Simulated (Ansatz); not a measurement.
Consider a check of PAW against all-electron LAPW of LaAg, space group Pm-3m (Ansatz's Python interface).

`run_paw_lapw.py`:
```python
"""Checking the PAW result for LaAg with LAPW."""

import ansatz as az
from ase import Atoms
import numpy as np
from tabulate import tabulate

params = {
    "smearing": "cold",
    "sigma": 0.1,
    "scf_tol": 1e-09,
    "mixing_beta": 0.6,
    "functional": "LDA",
}


def count_gap(report):
    # lowest empty less highest filled band, counting bands; zero where they overlap
    return max(report.get("gap_by_band_count_ev") or 0.0, 0.0)

atoms = Atoms(
    ["La", "Ag"],
    scaled_positions=[
        [0.5, 0.5, 0.5],
        [0.0, 0.0, 0.0],
    ],
    cell=[
        [3.76, 0.0, 0.0],
        [0.0, 3.76, 0.0],
        [0.0, 0.0, 3.76],
    ],
    pbc=True,
)
system = az.Crystal.from_ase(atoms)

calc = (
    system.calculation()
    .occupations(params["smearing"], width=params["sigma"])
    .kpoints(5, center="monkhorst-pack")
    .scf(tolerance=params["scf_tol"])
    .mixing("anderson", ndim=4, beta=params["mixing_beta"])
    .functional(params["functional"])
    .stress()
    .forces()
    .band_table()
)
variants = {
    "PAW": calc.pseudopotentials("paw"),
    "LAPW": calc.pseudopotentials("all_electron", lapw=True),
}
# totals differ by the cores that each treatment holds, so compare what does not depend on them
rows = []
for label, variant in variants.items():
    summary = variant.run(threads=1).report
    levels = np.array(summary["eigenvalues_ev"][0]) - summary["fermi_energy_ev"]
    print(label, "levels at the first k-point near E_F:", np.round(levels[np.abs(levels) < 5], 3))
    rows.append((label, summary["n_electrons"], np.trace(summary["stress_gpa"]) / 3, count_gap(summary)))
print(tabulate(rows, headers=["treatment", "electrons in bands", "P GPa", "gap by band count eV"], floatfmt=".4f", tablefmt="pipe"))
```

How well do the two treatments of the cores agree on the pressure?

PAW gives -2.473 GPa and LAPW -2.461 GPa, 0.012 GPa apart. They took 0.7 and 4.8 s of processor time.

The run itself:

`python run_paw_lapw.py` gives:
```text
DeckWarning: basis.ecutwfc = 420 eV, auto-derived from the records' recommended cutoffs: set by La (normal level)
DeckWarning: output.stress: scf.convergence.dr2_threshold = 1e-9 eV is looser than the 2e-10 eV advised for a printed stress (1e-10 eV for each atom of the cell: 2). What an SCF threshold leaves in a stress goes as its square root, and in the free energy as the threshold itself, and one threshold admits the most on a small cell: of the crystals measured, under no hybrid functional and no lock of the moments, on runs that ended without the residual-converged pass, on stresses that held no [...]
PAW levels at the first k-point near E_F: [-4.704 -4.704 -4.704  0.179  0.179  1.52   1.52   1.52 ]
LAPW levels at the first k-point near E_F: [-4.706 -4.706 -4.706  0.179  0.179  1.537  1.537  1.537  1.556]
| treatment   |   electrons in bands |   P GPa |   gap by band count eV |
|:------------|---------------------:|--------:|-----------------------:|
| PAW         |              30.0000 | -2.4726 |                 0.0000 |
| LAPW        |              48.0000 | -2.4611 |                 0.0000 |
```
(Warnings from the package without file and line, shortened.)

These settings explore the input space; cutoff and mesh may be short of convergence. The computed bands are complete only to about 1.2 eV above the Fermi level. The mesh is modest for a metal, so energies can be off by several to tens of meV an atom and pressures by half a GPa or more; differences at equal mesh fare better. A gap by band count of zero or less means overlapping bands, a metal. The starting cell is as deposited in a crystallographic database; the results hold for this polymorph, which needn't be the stable one. Gaps and levels are Kohn-Sham values on a finite set of k-points, without spin-orbit coupling. Pressure is positive in compression; the treatments may keep other shells as core, so totals and counts of electrons can differ. Timing: 6.2 s on 1 thread of Arm Neoverse V2, with other jobs on the host, peak memory 0.41 GiB.

(A comment or docstring line of the script was reworded after the run, the code is as it ran; lines on the test bed's own set-up are left out of the output.)
